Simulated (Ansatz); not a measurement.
Write a Python script for Ansatz 0.2.0, Python API that makes a projected density of states of Si, space group P6/mmm. Settings: PBEsol, PAW, cutoff 550 eV, 15×15×14 k-points, Fermi-Dirac smearing of 0.05 eV.

```xyz
1
Lattice="2.5270 0.0000 0.0000 -1.2635 2.1884 0.0000 0.0000 0.0000 2.3730" Properties=species:S:1:pos:R:3 pbc="T T T"
Si    0.0000    0.0000    0.0000
```

The script, `pdos_si.py`:
```python
import warnings

import ansatz
import numpy as np


def main() -> None:
    warnings.simplefilter("ignore", ansatz.DeckWarning)

    vectors = np.array([
        [2.527, 0.0, 0.0],
        [-1.2635, 2.18845, 0.0],
        [0.0, 0.0, 2.373],
    ])
    cell = ansatz.Lattice.of(vectors).atom("Si", (0.0, 0.0, 0.0))

    base = (
        cell.calculation()
        .kpoints(spacing=0.2)
        .basis(550)
        .functional("pbesol")
        .occupations("fermi_dirac", width=50 * ansatz.meV)
        .scf(extra_bands=8)
        .density_of_states(projected=True, method="smearing", broadening_width=0.15, energy_step=0.1)
    )
    out = base.run(threads=1)
    r = out.report

    dos = out.density_of_states()
    energy = np.asarray(dos.energies_ev) - dos.fermi_ev
    curves = {}
    for site in out.projected_density_of_states().sites:
        for shell in site.shells:
            weight = sum(np.sum(curve.g_bin_mean_per_ev, axis=0) for curve in shell.curves)
            name = f"{site.species} {shell.label}"
            curves[name] = curves.get(name, 0) + weight

    step = energy[1] - energy[0]
    windows = [(-8, -4), (-4, 0), (0, 6)]
    print("states by shell in windows of E - E_F (eV):", windows)
    for name, g in curves.items():
        print(f"{name:8s}", " ".join(f"{step * g[(energy >= a) & (energy < b)].sum():8.3f}" for a, b in windows))
    filled = (energy < 0) & (energy > -8)
    for name, g in curves.items():
        if g[filled].sum() * step > 0.5:
            print(f"centre of {name}: {np.average(energy[filled], weights=g[filled]):.2f} eV")


if __name__ == "__main__":
    main()
```

```console
$ python pdos_si.py
states by shell in windows of E - E_F (eV): [(-8, -4), (-4, 0), (0, 6)]
Si 3S       0.378    0.259    0.423
Si 3P       0.832    1.188    1.310
centre of Si 3S: -4.46 eV
centre of Si 3P: -3.59 eV
```

This isn't the structure that Si takes at ambient conditions. Curves are summed over the cell's atoms. Only shells that the potentials hold have channels, so projections don't add up to the total, least of all where a shell is missing (p of most metals); heights and places of peaks move with the mesh. The density of states is complete only as far up as bands were computed. A band centre counts only the states inside the window taken. Finished in 3.3 s on 1 thread of Intel(R) Xeon(R) Processor @ 2.30GHz (shared host), peak memory 0.48 GiB.
